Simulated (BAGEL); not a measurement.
# SiBr2 (SMILES Br[Si]Br) at HF/3-21G (density fitting with qzvpp-jkfit)

Aim: the energy change on altering one bond length of SiBr2 at HF/3-21G (density fitting with qzvpp-jkfit), from 2 runs. 

The results are computed with BAGEL 1.2.2.

1 further run of the same task is left out (set aside as unsound or not needed).

## 1. Starting point

The species is SiBr2 (3 atoms), meant as a singlet with charge 0. SMILES: `Br[Si]Br`. The coordinates come from a PBE0-D4/def2-TZVP relaxation.

Bond lengths: Br1–Si2 2.249 Å, Si2–Br3 2.249 Å. Angles: Br1–Si2–Br3 101.9°.

## 2. A single-point energy at HF/3-21G (density fitting with qzvpp-jkfit)

Contents of calc.json:

```json
{ "bagel": [

{
  "title": "molecule",
  "basis": "3-21g",
  "df_basis": "qzvpp-jkfit",
  "angstrom": "true",
  "geometry": [
    { "atom": "Br", "xyz": [    0.975100,    1.342100,    0.670900 ] },
    { "atom": "Si", "xyz": [   -0.770000,    0.385700,   -0.376400 ] },
    { "atom": "Br", "xyz": [   -0.216000,   -1.792600,   -0.307800 ] }
  ]
},
{ "title": "hf" },
{ "title": "print", "file": "orbitals.molden", "orbitals": "true" }

]}
```

The run is started by

```
$ BAGEL_NUM_THREADS=1 BAGEL calc.json > calc.out
```

The log of the run:

```text
* using 1 threads per process

  ===============================================================
  ===============================================================

  *** Geometry ***

  { "atom" : "Br", "xyz" : [      1.842672,      2.536201,      1.267817 ] },
  { "atom" : "Si", "xyz" : [     -1.455089,      0.728867,     -0.711293 ] },
  { "atom" : "Br", "xyz" : [     -0.408181,     -3.387523,     -0.581658 ] },

  Number of auxiliary basis functions:      660

  Since a DF basis is specified, we compute 2- and 3-index integrals:
    o Being stored without compression. Storage requirement is 0.017 GB

  Number of basis functions:       57
  Number of electrons      :       84

    * METHOD: MOLECULE                             0.38

  *** RHF ***

  === Nuclear Repulsion ===
   416.1857779811

      * DIIS with orbital gradients will be used.

  === RHF iteration (3-21g) ===
      0      -5407.47182386          0.00829594           0.15
      1      -5407.52316714          0.00372125           0.15
      2      -5407.53267034          0.00039583           0.14
      3      -5407.53306208          0.00011534           0.14
      4      -5407.53309324          0.00002909           0.15
      5      -5407.53309460          0.00000628           0.15
      6      -5407.53309466          0.00000118           0.15
      7      -5407.53309466          0.00000012           0.15
      8      -5407.53309466          0.00000003           0.15
      9      -5407.53309466          0.00000001           0.14
     10      -5407.53309466          0.00000000           0.14
    * SCF iteration converged.

    * Permanent dipole moment:
           (    0.581977,    -0.309169,     0.282485) a.u.

    * METHOD: HF                                   1.85

    * METHOD: PRINT                                0.01

  ===============================================================
```

Run time: 2.4 s. Hardware: 1 thread of Arm Neoverse V1, shared host; peak memory 0.13 GiB.

## 3. The distorted shape

Contents of input.json:

```json
{ "bagel": [

{
  "title": "molecule",
  "basis": "3-21g",
  "df_basis": "qzvpp-jkfit",
  "angstrom": true,
  "geometry": [
    { "atom": "Br", "xyz": [       0.310305,       3.956040,       0.588581 ] },
    { "atom": "Si", "xyz": [      -1.434795,       2.999640,      -0.458719 ] },
    { "atom": "Br", "xyz": [      -0.216000,      -1.792600,      -0.307800 ] }
  ]
},

{
  "title": "hf"
},

{
  "title": "print",
  "file": "orbitals.molden",
  "orbitals": true
}

]}
```

The run is started by

```
$ BAGEL_NUM_THREADS=1 BAGEL input.json > input.out
```

The log of the run:

```text
* using 1 threads per process

  ===============================================================
  ===============================================================

  *** Geometry ***

  { "atom" : "Br", "xyz" : [      0.586391,      7.475832,      1.112257 ] },
  { "atom" : "Si", "xyz" : [     -2.711370,      5.668498,     -0.866853 ] },
  { "atom" : "Br", "xyz" : [     -0.408181,     -3.387523,     -0.581658 ] },

  Number of auxiliary basis functions:      660

  Since a DF basis is specified, we compute 2- and 3-index integrals:
    o Being stored without compression. Storage requirement is 0.017 GB

  Number of basis functions:       57
  Number of electrons      :       84

    * METHOD: MOLECULE                             0.37

  *** RHF ***

  === Nuclear Repulsion ===
   278.6855586425

      * DIIS with orbital gradients will be used.

  === RHF iteration (3-21g) ===
      0      -5407.26530857          0.00939160           0.15
      1      -5404.48634922          0.02202295           0.15
      2      -5407.32043119          0.00536960           0.14
      3      -5407.34770641          0.00367950           0.14
      4      -5407.36890340          0.00136360           0.14
      5      -5407.37580442          0.00120688           0.14
      6      -5407.38424687          0.00036283           0.14
      7      -5407.38450394          0.00025890           0.14
      8      -5407.38475419          0.00017012           0.14
      9      -5407.38479799          0.00007258           0.14
     10      -5407.38481394          0.00002259           0.14
     11      -5407.38481579          0.00000839           0.14
     12      -5407.38481605          0.00000674           0.14
     13      -5407.38481634          0.00000546           0.14
     14      -5407.38481666          0.00000414           0.14
     15      -5407.38481685          0.00000280           0.14
     16      -5407.38481697          0.00000049           0.14
     17      -5407.38481697          0.00000018           0.14
     18      -5407.38481697          0.00000004           0.14
     19      -5407.38481697          0.00000002           0.14
     20      -5407.38481697          0.00000001           0.14
     21      -5407.38481697          0.00000001           0.14
    * SCF iteration converged.

    * Permanent dipole moment:
           (    1.478249,    -5.295334,     0.238021) a.u.

    * METHOD: HF                                   3.42

    * METHOD: PRINT                                0.01

  ===============================================================
```

Run time: 4.2 s. Hardware: 1 thread of Arm Neoverse V1, shared host; peak memory 0.13 GiB.

## 4. Results

At HF/3-21G (density fitting with qzvpp-jkfit):

| quantity | value |
| --- | --- |
| first shape: total energy | -5407.53309 Eh |
| first shape: dipole moment | 1.82 D |
| first shape: HOMO energy | -9.83 eV |
| first shape: LUMO energy | -0.45 eV |
| first shape: HOMO–LUMO gap | 9.38 eV |
| distorted shape: total energy | -5407.38482 Eh |
| distorted shape: dipole moment | 13.99 D |
| distorted shape: HOMO energy | -6.74 eV |
| distorted shape: LUMO energy | -3.10 eV |
| distorted shape: HOMO–LUMO gap | 3.64 eV |
| energy change with the Si2–Br3 bond stretched from 2.249 to 4.947 Å | 4.035 eV |

What this shows: One bond (distorted shape) is far stretched, which a spin-restricted single reference describes badly; a broken-symmetry solution may lie lower. With the Si2–Br3 bond stretched from 2.249 to 4.947 Å the energy rises by 4.03 eV (93 kcal/mol). The first shape isn't relaxed at this level, so the change isn't measured from a minimum. A restricted reference can't describe the breaking bond well at this length.
